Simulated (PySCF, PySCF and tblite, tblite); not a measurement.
# C5H11B: a path driven as ring inversion, and NMR exchange, part 2 of 2

PySCF and tblite. Atoms count from 0. The steps go on from the part before.

## (11) Shieldings, start: PBE0/pcseg-1

Job settings and geometry (Å):

```
{"job": {"kind": "nmr", "xc": "PBE0", "basis": "pcseg-1", "pop": false}, "charge": 0, "multiplicity": 1}
B      0.176973     1.581162     0.130803
C      1.426990     0.632183     0.221701
C      1.188185    -0.799927    -0.269337
C     -0.167093    -1.327811     0.192876
C     -1.302881    -0.508378    -0.413418
C     -1.259816     0.946669     0.066083
H      0.307929     2.743558     0.219086
H      2.312844     1.042776    -0.268850
H      1.685422     0.594764     1.287668
H      1.217020    -0.813533    -1.361663
H      1.983464    -1.459942     0.087449
H     -0.272504    -2.374386    -0.103494
H     -0.224729    -1.281040     1.283008
H     -1.209845    -0.529524    -1.502007
H     -2.264061    -0.962542    -0.158091
H     -1.639634     0.984207     1.095036
H     -1.965261     1.543794    -0.516759
```

The log of the run:

```text
coarse grid: 13336 points
cycle   1  E = -221.5934102978  dE =  5.297e-01  |g| = 4.113e-01  |ddm| = 3.804e+00
cycle   2  E = -221.5794172828  dE =  1.399e-02  |g| = 4.848e-01  |ddm| = 9.136e-01
cycle   3  E = -221.6416464306  dE = -6.223e-02  |g| = 3.543e-02  |ddm| = 5.275e-01
cycle   4  E = -221.6419295042  dE = -2.831e-04  |g| = 9.837e-03  |ddm| = 5.122e-02
cycle   5  E = -221.6419487600  dE = -1.926e-05  |g| = 4.532e-03  |ddm| = 1.312e-02
cycle   6  E = -221.6419538535  dE = -5.094e-06  |g| = 3.304e-04  |ddm| = 4.341e-03
final grid: 126344 points
cycle   7  E = -221.6770350965  dE = -4.018e-05  |g| = 8.368e-03  |ddm| = 3.150e-02
cycle   8  E = -221.6770257628  dE =  9.334e-06  |g| = 1.039e-02  |ddm| = 1.847e-02
cycle   9  E = -221.6770540126  dE = -2.825e-05  |g| = 3.881e-04  |ddm| = 1.042e-02
cycle  10  E = -221.6770540485  dE = -3.588e-08  |g| = 8.579e-05  |ddm| = 5.804e-04
cycle  11  E = -221.6770540499  dE = -1.392e-09  |g| = 4.524e-05  |ddm| = 1.186e-04
cycle  12  E = -221.6770540504  dE = -5.111e-10  |g| = 2.414e-06  |ddm| = 4.491e-05
converged SCF energy = -221.6770540504

GIAO shielding tensors (ppm)
atom      isotropic    diamagn.    paramagn.     s11        s22        s33       span
  0 B       19.704     189.266    -169.562    -59.501    -11.745    130.358    189.858
  1 C      165.575     249.187     -83.611    142.785    164.197    189.744     46.958
  2 C      167.461     246.263     -78.801    156.088    166.962    179.333     23.245
  3 C      163.396     247.315     -83.919    158.335    165.381    166.471      8.137
  4 C      167.472     246.262     -78.790    156.094    166.968    179.354     23.260
  5 C      165.579     249.185     -83.607    142.779    164.197    189.760     46.981
  6 H       23.695      28.993      -5.297     18.398     25.928     26.760      8.362
  7 H       29.722      29.368       0.354     24.886     28.406     35.874     10.988
  8 H       30.856      29.730       1.127     26.309     29.422     36.837     10.527
  9 H       30.471      31.011      -0.540     26.725     29.115     35.574      8.850
 10 H       29.863      30.245      -0.382     24.826     28.457     36.306     11.480
 11 H       29.988      30.521      -0.533     25.305     28.375     36.285     10.980
 12 H       30.585      31.585      -0.999     27.053     29.309     35.395      8.342
 13 H       30.472      31.010      -0.539     26.725     29.115     35.576      8.851
 14 H       29.864      30.244      -0.380     24.826     28.458     36.307     11.481
 15 H       30.856      29.729       1.128     26.309     29.422     36.838     10.528
 16 H       29.723      29.368       0.355     24.887     28.406     35.875     10.988
```

Wall time 13 s (1 thread of Intel Xeon Platinum 8488C, shared host); peak memory 0.74 GiB.

In short: HOMO -7.90 eV, LUMO -0.76 eV; dipole 0.39 D.

## (12) Single-point energy, saddle of leg 1: PBE0/pcseg-1

Job settings and geometry (Å):

```
{"job": {"kind": "sp", "xc": "PBE0", "basis": "pcseg-1", "pop": false}, "charge": 0, "multiplicity": 1}
B      0.124751     1.619254     0.065255
C      1.270457     0.652355     0.538278
C      1.258829    -0.664855    -0.254965
C     -0.111603    -1.370619    -0.283483
C     -1.264572    -0.523098     0.259951
C     -1.227983     0.903985    -0.290470
H      0.257222     2.780432    -0.014938
H      2.273441     1.081035     0.488544
H      1.095657     0.418732     1.594086
H      1.565232    -0.434941    -1.277886
H      2.009223    -1.344226     0.155903
H     -0.341775    -1.651660    -1.313752
H     -0.064173    -2.295683     0.295469
H     -2.208609    -1.013090     0.007566
H     -1.202166    -0.479809     1.349616
H     -2.102856     1.456787     0.061298
H     -1.331074     0.865399    -1.380473
```

The log of the run:

```text
coarse grid: 13336 points
cycle   1  E = -221.5865326228  dE =  5.227e-01  |g| = 4.082e-01  |ddm| = 3.833e+00
cycle   2  E = -221.5729397976  dE =  1.359e-02  |g| = 4.805e-01  |ddm| = 8.996e-01
cycle   3  E = -221.6339323536  dE = -6.099e-02  |g| = 3.677e-02  |ddm| = 5.224e-01
cycle   4  E = -221.6342353927  dE = -3.030e-04  |g| = 1.033e-02  |ddm| = 5.296e-02
cycle   5  E = -221.6342566286  dE = -2.124e-05  |g| = 4.845e-03  |ddm| = 1.406e-02
cycle   6  E = -221.6342625094  dE = -5.881e-06  |g| = 2.762e-04  |ddm| = 4.740e-03
final grid: 126344 points
cycle   7  E = -221.6699437033  dE = -4.562e-05  |g| = 8.550e-03  |ddm| = 3.509e-02
cycle   8  E = -221.6699338830  dE =  9.820e-06  |g| = 1.063e-02  |ddm| = 1.868e-02
cycle   9  E = -221.6699633349  dE = -2.945e-05  |g| = 4.256e-04  |ddm| = 1.060e-02
cycle  10  E = -221.6699633775  dE = -4.258e-08  |g| = 9.287e-05  |ddm| = 6.388e-04
cycle  11  E = -221.6699633791  dE = -1.637e-09  |g| = 4.924e-05  |ddm| = 1.363e-04
cycle  12  E = -221.6699633797  dE = -6.045e-10  |g| = 3.200e-06  |ddm| = 4.830e-05
converged SCF energy = -221.6699633797
```

It took 7.5 s on 1 thread of Intel Xeon Platinum 8488C, shared host; peak memory 0.57 GiB.

Key values: HOMO -7.93 eV, LUMO -0.78 eV; dipole 0.42 D.

## (13) Second level: PBE0/pcseg-1 + D3(BJ)

Job settings and geometry (Å):

```
{"job": {"smiles": "B1CCCCC1", "charge": 0, "mult": 1, "motion": "ring", "what": "6-membered ring", "atoms": [0, 1, 2, 3, 4, 5], "ring": [0, 1, 2, 3, 4, 5], "study": "path", "level": {"kind": "nmr", "xc": "PBE0", "basis": "pcseg-1", "wide": true}, "fields": [200, 300, 360], "first": 4, "seed": 644, "kind": "pathvar"}, "charge": 0, "multiplicity": 1}
B      0.176973     1.581162     0.130803
C      1.426990     0.632183     0.221701
C      1.188185    -0.799927    -0.269337
C     -0.167093    -1.327811     0.192876
C     -1.302881    -0.508378    -0.413418
C     -1.259816     0.946669     0.066083
H      0.307929     2.743558     0.219086
H      2.312844     1.042776    -0.268850
H      1.685422     0.594764     1.287668
H      1.217020    -0.813533    -1.361663
H      1.983464    -1.459942     0.087449
H     -0.272504    -2.374386    -0.103494
H     -0.224729    -1.281040     1.283008
H     -1.209845    -0.529524    -1.502007
H     -2.264061    -0.962542    -0.158091
H     -1.639634     0.984207     1.095036
H     -1.965261     1.543794    -0.516759
```

The log of the run:

```text
stationary points (kcal/mol above the start)
  n  kind          group   xTB      DFT    lowest mode
  0  minimum      Cs       0.00     0.00     140.1
  1  saddle       C1       3.58     4.39     -55.4
  2  minimum      Cs       0.00     0.00     140.0

GFN2-xTB energies: T/K, barrier G, reaction G (kcal/mol), k forward, k back (1/s)
 150.00     3.61     0.00   6.87e+07    6.9e+07
 200.00     3.68     0.00   1.59e+09    1.6e+09
 250.00     3.76     0.00   1.07e+10   1.07e+10
 298.15     3.86     0.00   3.66e+10   3.66e+10
 350.00     3.99     0.00   9.47e+10   9.49e+10
 400.00     4.12     0.00   1.88e+11   1.88e+11
 500.00     4.41     0.00   4.93e+11   4.93e+11

B3LYP/pcSseg-1 + D3(BJ), IEF-PCM benzene energies: T/K, barrier G, reaction G (kcal/mol), k forward, k back (1/s)
 150.00     4.32     0.00   6.29e+06   6.32e+06
 200.00     4.39     0.00   2.66e+08   2.66e+08
 250.00     4.48     0.00   2.54e+09   2.54e+09
 298.15     4.58     0.00    1.1e+10    1.1e+10
 350.00     4.70     0.00    3.4e+10    3.4e+10
 400.00     4.83     0.00   7.68e+10   7.68e+10
 500.00     5.12     0.00   2.41e+11   2.41e+11

PBE0/pcseg-1 + D3(BJ) energies: T/K, barrier G, reaction G (kcal/mol), k forward, k back (1/s)
 150.00     4.41     0.00   4.63e+06   4.64e+06
 200.00     4.48     0.00   2.11e+08   2.11e+08
 250.00     4.57     0.00   2.11e+09   2.12e+09
 298.15     4.67     0.00   9.41e+09   9.43e+09
 350.00     4.79     0.00   2.98e+10   2.98e+10
 400.00     4.92     0.00   6.84e+10   6.85e+10
 500.00     5.21     0.00   2.19e+11    2.2e+11
```

Wall time 73 s (1 thread of Intel Xeon Platinum 8488C, shared host); peak memory 0.81 GiB. This counts the runs that the step sums up.

Barriers by level (kcal/mol; entropies in cal/(mol K)). Zero-point and thermal terms come from xTB in every row. ΔG‡ leaves symmetry out; the rate counts equivalent paths (a factor of 4); effective ΔG‡, where given, is the barrier that would give that rate by Eyring's equation alone:

```csv
level,ΔE‡,with zero-point,ΔH‡,ΔS‡,ΔG‡ (298 K),ΔE of reaction,k at 298 K (1/s),effective ΔG‡
GFN2-xTB,3.58,3.53,3.16,-2.4,3.86,0.00,3.7e+10,3.04
"B3LYP/pcSseg-1 + D3(BJ), IEF-PCM benzene",4.30,4.24,3.87,-2.4,4.58,0.00,1.1e+10,3.75
PBE0/pcseg-1 + D3(BJ),4.39,4.33,3.96,-2.4,4.67,0.00,9.4e+09,3.85
```

## (14) Outcome

What follows sums up all 2 parts.

| quantity | value |
| --- | --- |
| barrier (B3LYP/pcSseg-1 + D3(BJ), IEF-PCM benzene) | ΔE‡ 4.3, ΔG‡(298 K) 4.6 kcal/mol |
| barrier (GFN2-xTB) | ΔE‡ 3.6 kcal/mol |
| rate at 298 K | 1.1e+10 s⁻¹ |
| end of the path | the start, renumbered or mirrored |
| coalescence of 1H H7 | 94 K at 360 MHz |

What this shows: The barrier is 4.3 kcal/mol at the DFT level (xTB: 3.6); with thermal terms and the count of paths the DFT value gives a rate of 1.1e+10 s⁻¹ at 298 K. An error of 1.4 kcal/mol changes that rate tenfold. The 1H lines of H7 and its partners, 383 Hz apart at 360 MHz, merge at 94 K, so by this path alone the exchange at 298 K is fast for them; other paths were not followed. It was not proven that each saddle links the two ends.
